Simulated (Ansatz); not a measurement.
# Cl2FHNNb: basis-set convergence

Aim: see how fast density functionals converge with the basis set for Cl2FHNNb.

Computed with Ansatz 0.2.0, Gaussian basis. Level: one geometry, several basis sets.

Levels to be run: PBE0-D4/def2-SVP; ωB97M-V/def2-SVP; PBE0-D4/def2-QZVPP; ωB97M-V/def2-QZVPP; the functionals' def2-TZVPP values are taken from earlier runs.

## 1. Structure used throughout

All runs share one geometry, relaxed beforehand with PBE0-D4 in a triple-zeta def2 set. Nb takes the def2 core potential; no spin-orbit term is included.

6 atoms, charge 0, spin multiplicity 1.

Atoms are counted from 1 here; the program's logs count them from 0.

Bond lengths: N1–Nb2 1.725 Å, N1–H6 1.010 Å, Nb2–F3 1.858 Å, Nb2–Cl4 2.287 Å, Nb2–Cl5 2.287 Å. Angles: Nb2–N1–H6 179.6°, N1–Nb2–F3 107.4°, N1–Nb2–Cl4 107.1°, N1–Nb2–Cl5 107.2°, F3–Nb2–Cl4 111.6°, F3–Nb2–Cl5 111.6°, Cl4–Nb2–Cl5 111.6°.

Geometry (Å):

```xyz
6

N    -0.5238    0.5264    1.0519
Nb    0.2390   -0.2274   -0.2994
F     1.6267   -1.2742    0.3574
Cl   -1.3481   -1.4959   -1.3485
Cl    1.0138    1.4430   -1.6550
H    -0.9655    0.9640    1.8475
```

## 2. PBE0-D4 in def2-SVP

Contents of in.yaml:

```yaml
crystal:
  periodic: [false, false, false]
  atoms:
    - {symbol: N, position_ang: [-0.523816, 0.526399, 1.051886]}
    - {symbol: Nb, position_ang: [0.238969, -0.227384, -0.299450]}
    - {symbol: F, position_ang: [1.626691, -1.274217, 0.357412]}
    - {symbol: Cl, position_ang: [-1.348091, -1.495880, -1.348453]}
    - {symbol: Cl, position_ang: [1.013811, 1.443019, -1.655011]}
    - {symbol: H, position_ang: [-0.965463, 0.963962, 1.847517]}
basis:
  gaussian: {orbitals: def2-SVP}
hamiltonian: {xc: pbe0, dispersion: d4}
output: {orbitals: {seedname: orbitals}}
```

Command:

```
$ ansatz run in.yaml --threads 4 --pin off --events-out ev --progress --plain --max-ram 10444MiB
```

After this run come: ωB97M-V in def2-SVP; PBE0-D4 in def2-QZVPP; ωB97M-V in def2-QZVPP.

Before running them: what should the planned runs give, taken together? Wanted: PBE0-D4: double and triple zeta above quadruple; ωB97M-V: double and triple zeta above quadruple.

**Answer**, as computed:

```
                                       quantity           value
PBE0-D4: double and triple zeta above quadruple  15.22, 1.06 eV
ωB97M-V: double and triple zeta above quadruple  15.18, 1.01 eV
```

In words: For PBE0-D4 the step from double to triple zeta gains 14.17 eV and the next only 1.06 eV. Total energies overstate the basis error of differences, where much of it tends to cancel.
